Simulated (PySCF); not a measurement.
# Mo⁺: dipole response in aug-cc-pwCVDZ-PP with ECP28

Aim: the static polarisability and the C₆ coefficient of Mo⁺, method by method.

Method: unrestricted determinants in a Gaussian basis, no spin-orbit coupling in the energies. Code: PySCF 2.14.0.

## Step 1: Starting point

- Element: molybdenum (Z = 42)
- Basis: aug-cc-pwCVDZ-PP with ECP28MDF (6s6p5d3f, 70 functions)
- Hamiltonian: scalar relativity through the core potential
- State 1: Mo⁺: [Kr] 4d5, high-spin 6S determinant
- Methods: UHF, PBE, PBE0, PBEsol

The outer shells:

Mo+ [Kr] 4d5
```
[Kr] core
4d [↑ ][↑ ][↑ ][↑ ][↑ ]
```

The runs were made by one driver on top of PySCF. The scripts below sum up each run's settings (the driver also hands on starting orbitals that pick excited configurations, and frozen orbitals as a list rather than a count), and the logs come from the driver's own runs. The driver starts from symmetry-adapted Hartree-Fock orbitals, holds the occupation by maximum overlap and uses a logarithmic radial grid for functionals, so a plain start would take other cycles.

The integrals over 70 functions and the set-up took 0.19 s of CPU time.

## Step 2: Mo⁺

Level: UHF.

input.py

```python
from pyscf import gto, scf, dft, mp, cc
import basis_set_exchange as bse
txt = bse.get_basis("aug-cc-pwCVDZ-PP", elements=["Mo"], fmt="nwchem", header=False)
cut = txt.index("\nECP")
mol = gto.M(atom="Mo 0 0 0", charge=1, spin=5, symmetry="D2h",
            basis=gto.basis.parse(txt[:cut]),
            ecp={"Mo": gto.basis.parse_ecp(txt[cut:])})
mf = scf.UHF(mol)
mf.irrep_nelec = {'Ag': (3, 1), 'B1g': (1, 0), 'B2g': (1, 0), 'B3g': (1, 0), 'B1u': (1, 1), 'B2u': (1, 1), 'B3u': (1, 1)}
mf.kernel()
```

The program printed:

```text
damping factor = 0
level_shift factor = 0
DIIS = <class 'pyscf.scf.diis.CDIIS'>
diis_start_cycle = 1
diis_space = 10
diis_damp = 0
SCF conv_tol = 1e-09
SCF conv_tol_grad = None
number electrons alpha = 9  beta = 4
cycle= 1 E= -67.1148377434866  delta_E= -3.53e-10  |g|= 7.34e-06  |ddm|= 8.94e-05
converged SCF energy = -67.1148377434866  <S^2> = 8.751881  2S+1 = 6.000627
```

It used 1.4 s of CPU time after the integrals (shared host).

Orbital energies by shell (radii are means over both spins):

| shell | electrons | mean orbital energy (eV) | spread (eV) | rms radius (bohr) |
| --- | --- | --- | --- | --- |
| 4s α | 1 | -88.936 | 0 | 1.20 |
| 4s β | 1 | -82.392 | 0 | 1.20 |
| 4p α | 3 | -59.055 | 0 | 1.34 |
| 4p β | 3 | -50.293 | 0 | 1.34 |
| 4d α | 5 | -16.349 | 0 | 2.01 |

⟨S²⟩ = 8.752, ⟨L²⟩ = 0.00.

The driver then solved the coupled dipole response at imaginary frequencies: mean α = 17.56 bohr³, C₆ = 111.8 au for a like pair.

Energies and moments cover only the electrons outside the core potential.

Level: PBE.

input.py, as changed from the run before:

```diff
@@ -7,3 +7,3 @@
             ecp={"Mo": gto.basis.parse_ecp(txt[cut:])})
-mf = scf.UHF(mol)
+mf = dft.UKS(mol, xc="PBE")
 mf.irrep_nelec = {'Ag': (3, 1), 'B1g': (1, 0), 'B2g': (1, 0), 'B3g': (1, 0), 'B1u': (1, 1), 'B2u': (1, 1), 'B3u': (1, 1)}
```

The program printed:

```text
damping factor = 0
level_shift factor = 0
DIIS = <class 'pyscf.scf.diis.CDIIS'>
diis_start_cycle = 1
diis_space = 10
diis_damp = 0
SCF conv_tol = 1e-09
SCF conv_tol_grad = None
number electrons alpha = 9  beta = 4
XC functionals = PBE
    J. P. Perdew, K. Burke, and M. Ernzerhof.,  Phys. Rev. Lett. 77, 3865 (1996)
    J. P. Perdew, K. Burke, and M. Ernzerhof.,  Phys. Rev. Lett. 78, 1396 (1997)
    J. P. Perdew, K. Burke, and M. Ernzerhof.,  Phys. Rev. Lett. 77, 3865 (1996)
    J. P. Perdew, K. Burke, and M. Ernzerhof.,  Phys. Rev. Lett. 78, 1396 (1997)
cycle= 1 E= -67.6178892194463  delta_E= -0.0045  |g|= 0.0335  |ddm|= 0.41
cycle= 2 E= -67.6178326950825  delta_E= 5.65e-05  |g|= 0.0403  |ddm|= 0.122
cycle= 3 E= -67.6184727686878  delta_E= -0.00064  |g|= 0.00228  |ddm|= 0.0644
cycle= 4 E= -67.6184753366716  delta_E= -2.57e-06  |g|= 3.45e-05  |ddm|= 0.00407
cycle= 5 E= -67.6184753371774  delta_E= -5.06e-10  |g|= 2.27e-07  |ddm|= 5.59e-05
converged SCF energy = -67.6184753371774  <S^2> = 8.7503131  2S+1 = 6.0001044
```

It used 2.3 s of CPU time after the integrals (shared host).

The driver then solved the coupled dipole response at imaginary frequencies: mean α = 21.50 bohr³, C₆ = 139.0 au for a like pair.

Level: PBE0.

input.py, as changed from the run before:

```diff
@@ -7,3 +7,3 @@
             ecp={"Mo": gto.basis.parse_ecp(txt[cut:])})
-mf = dft.UKS(mol, xc="PBE")
+mf = dft.UKS(mol, xc="PBE0")
 mf.irrep_nelec = {'Ag': (3, 1), 'B1g': (1, 0), 'B2g': (1, 0), 'B3g': (1, 0), 'B1u': (1, 1), 'B2u': (1, 1), 'B3u': (1, 1)}
```

The program printed:

```text
damping factor = 0
level_shift factor = 0
DIIS = <class 'pyscf.scf.diis.CDIIS'>
diis_start_cycle = 1
diis_space = 10
diis_damp = 0
SCF conv_tol = 1e-09
SCF conv_tol_grad = None
number electrons alpha = 9  beta = 4
XC functionals = PBE0
    C. Adamo and V. Barone.,  J. Chem. Phys. 110, 6158 (1999)
    M. Ernzerhof and G. E. Scuseria.,  J. Chem. Phys. 110, 5029 (1999)
cycle= 1 E= -67.611028384406  delta_E= -0.00211  |g|= 0.012  |ddm|= 0.258
cycle= 2 E= -67.6110508541435  delta_E= -2.25e-05  |g|= 0.0087  |ddm|= 0.0438
cycle= 3 E= -67.6110776889295  delta_E= -2.68e-05  |g|= 0.000471  |ddm|= 0.0159
cycle= 4 E= -67.6110777646983  delta_E= -7.58e-08  |g|= 1.47e-05  |ddm|= 0.00109
cycle= 5 E= -67.6110777647859  delta_E= -8.76e-11  |g|= 1.3e-06  |ddm|= 4.85e-05
converged SCF energy = -67.6110777647859  <S^2> = 8.7505449  2S+1 = 6.0001816
```

It used 3.5 s of CPU time after the integrals (shared host).

The driver then solved the coupled dipole response at imaginary frequencies: mean α = 19.93 bohr³, C₆ = 128.4 au for a like pair.

Level: PBEsol.

input.py, as changed from the run before:

```diff
@@ -7,3 +7,3 @@
             ecp={"Mo": gto.basis.parse_ecp(txt[cut:])})
-mf = dft.UKS(mol, xc="PBE0")
+mf = dft.UKS(mol, xc="PBEsol")
 mf.irrep_nelec = {'Ag': (3, 1), 'B1g': (1, 0), 'B2g': (1, 0), 'B3g': (1, 0), 'B1u': (1, 1), 'B2u': (1, 1), 'B3u': (1, 1)}
```

The program printed:

```text
damping factor = 0
level_shift factor = 0
DIIS = <class 'pyscf.scf.diis.CDIIS'>
diis_start_cycle = 1
diis_space = 10
diis_damp = 0
SCF conv_tol = 1e-09
SCF conv_tol_grad = None
number electrons alpha = 9  beta = 4
XC functionals = PBEsol
    J. P. Perdew, A. Ruzsinszky, G. I. Csonka, O. A. Vydrov, G. E. Scuseria, L. A. Constantin, X. Zhou, and K. Burke.,  Phys. Rev. Lett. 100, 136406 (2008)
    J. P. Perdew, A. Ruzsinszky, G. I. Csonka, O. A. Vydrov, G. E. Scuseria, L. A. Constantin, X. Zhou, and K. Burke.,  Phys. Rev. Lett. 100, 136406 (2008)
cycle= 1 E= -67.5002981294704  delta_E= -0.00388  |g|= 0.0512  |ddm|= 0.36
cycle= 2 E= -67.5001974530952  delta_E= 0.000101  |g|= 0.0577  |ddm|= 0.186
cycle= 3 E= -67.501471799962  delta_E= -0.00127  |g|= 0.00208  |ddm|= 0.0952
cycle= 4 E= -67.5014738673641  delta_E= -2.07e-06  |g|= 3.49e-05  |ddm|= 0.0039
cycle= 5 E= -67.5014738678069  delta_E= -4.43e-10  |g|= 3.97e-07  |ddm|= 5.55e-05
converged SCF energy = -67.5014738678069  <S^2> = 8.7503108  2S+1 = 6.0001036
```

It used 2.2 s of CPU time after the integrals (shared host).

The driver then solved the coupled dipole response at imaginary frequencies: mean α = 21.72 bohr³, C₆ = 141.6 au for a like pair.

Radial density 4πr²ρ of Mo⁺ at UHF, the electrons outside the core potential:

| r (bohr) | density | spin density |
| --- | --- | --- |
| 0.0438 | 2.47e-05 | 0.000 |
| 0.0737 | 7.43e-05 | 0.000 |
| 0.124 | 0.000383 | 0.000 |
| 0.208 | 0.00446 | 0.001 |
| 0.351 | 0.103 | 0.025 |
| 0.590 | 2.40 | 0.356 |
| 0.992 | 10.8 | 2.109 |
| 1.67 | 5.98 | 2.817 |
| 2.81 | 0.955 | 0.849 |
| 4.72 | 0.0513 | 0.051 |
| 7.94 | 0.000257 | 0.000 |

## Step 3: The response side by side

Mo⁺, in atomic units:

| method | mean α | C₆ (like pair) | S(−4) |
| --- | --- | --- | --- |
| UHF | 17.56 | 111.8 | 170.6 |
| PBE | 21.50 | 139.0 | 315.5 |
| PBE0 | 19.93 | 128.4 | 248.5 |
| PBEsol | 21.72 | 141.6 | 314.2 |

α(iu) at PBEsol:

| u (hartree) | α(iu) (bohr³) |
| --- | --- |
| 0 | 21.72 |
| 0.0500 | 20.98 |
| 0.100 | 19.18 |
| 0.200 | 15.21 |
| 0.300 | 12.32 |
| 0.500 | 8.823 |
| 0.750 | 6.293 |
| 1.00 | 4.709 |
| 1.50 | 2.909 |
| 2.00 | 1.964 |
| 3.00 | 1.052 |
| 5.00 | 0.4336 |

## Step 4: Results

| quantity | value |
| --- | --- |
| α of Mo⁺ | 17.56 (UHF) to 21.72 (PBEsol) bohr³ |

A single London oscillator with the computed α and C₆ of Mo⁺ at UHF would have ω = 4 C₆ / (3 α²) = 0.483 hartree. All values hold for this basis alone; no basis-set limit was taken.
